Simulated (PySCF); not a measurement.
**Pt₂O₂: singlet, from a rhombic ring start**

Where does singlet Pt₂O₂ go from a rhombic ring start, is the end point a minimum, and what are its modes, charges and moments?

Program: PySCF 2.14.0. Level of theory: PBE0, basis Pt def2-TZVP with ECP60, O def2-TZVP, scalar-relativistic core potentials, no spin–orbit coupling, density fitting. These are calculated values, not measurements.

### 1 Starting geometry

4 atoms, charge 0, spin multiplicity 1.

Bond lengths: Pt1–Pt2 2.689 Å, Pt1–O3 1.972 Å, Pt1–O4 1.972 Å, Pt2–O3 1.972 Å, Pt2–O4 1.972 Å. Angles: Pt2–Pt1–O3 47.0°, Pt2–Pt1–O4 47.0°, O3–Pt1–O4 94.0°, Pt1–Pt2–O3 47.0°, Pt1–Pt2–O4 47.0°, O3–Pt2–O4 94.0°, Pt1–O3–Pt2 86.0°, Pt1–O4–Pt2 86.0°.

Z-matrix (Å, degrees; charge 0 multiplicity 1):
```
Pt
Pt 1 2.6892
O  1 1.9716 2 47.00
O  1 1.9716 2 47.00 3 180.00
```

### 2 The SCF at the typed geometry

The steps below are one call of a driver around PySCF. For each, scf.py gives the equivalent set-up of the SCF; relaxations use the driver's own optimiser. After this first run the driver tries any further starts and a stability analysis.

Input file scf.py:

```python
from pyscf import gto, scf, dft
mol = gto.M(atom='''
Pt     1.344600     0.000000     0.000000
Pt    -1.344600     0.000000     0.000000
O      0.000000     1.441900     0.000000
O      0.000000    -1.441900     0.000000''',
    basis={'Pt': 'def2-TZVP', 'O': 'def2-TZVP'},
    ecp={'Pt': 'def2-TZVP'},
    charge=0, spin=0)
mf = dft.RKS(mol, xc='PBE0')
mf.grids.atom_grid = (50, 194)
aux = {'Pt': 'def2-universal-JKFIT', 'O': 'def2-universal-JKFIT'}
mf = mf.density_fit(auxbasis=aux)
mf.conv_tol = 1e-08
mf.diis_space = 10
mf.max_cycle = 60
mf.init_guess = 'minao'
mf.verbose = 4
mf.kernel()
```

Launch:

```sh
$ OMP_NUM_THREADS=4 python axn.py task.json out
```

The runs that follow: Relaxing the singlet from the rhombic ring start; Frequencies; Downhill along the imaginary mode; Is it a minimum? Harmonic modes.

What does the calculation give? Wanted: minimum; geometry; wavenumbers; dipole moment; highest occupied, lowest empty level; polar-tensor charge of Pt1; zero-point energy; atomisation energy.

**Answer**, as computed:

| quantity | value |
| --- | --- |
| minimum | singlet, C2v |
| geometry | Pt–O 1.918 Å (×4), Pt–Pt 2.819 Å; O–Pt–O 81.2° (×2), O–Pt–Pt 42.7° (×4), Pt–O–Pt 94.6° (×2) |
| wavenumbers (cm⁻¹) | 100 (a1), 205 (a1), 553 (a2), 555 (b1), 575 (b2), 675 (a1) |
| dipole moment | 1.57 D |
| highest occupied, lowest empty level | -6.44, -3.42 eV |
| polar-tensor charge of Pt1 | +0.54 e |
| zero-point energy | 15.9 kJ/mol |
| entropy at 298.15 K | 330.3 J/(mol K) |
| atomisation energy (no zero-point energy) | 880 kJ/mol |

The rhombic ring start (D2h) ends in a minimum of C2v symmetry, after a stop at a saddle point 2.5 kJ/mol higher, from which it was pushed off along an imaginary mode. The strongest infrared band lies at 555 cm⁻¹ (b1). Other starts or spin states, not run here, may lie lower. With an element this heavy the missing spin–orbit coupling can shift these numbers.
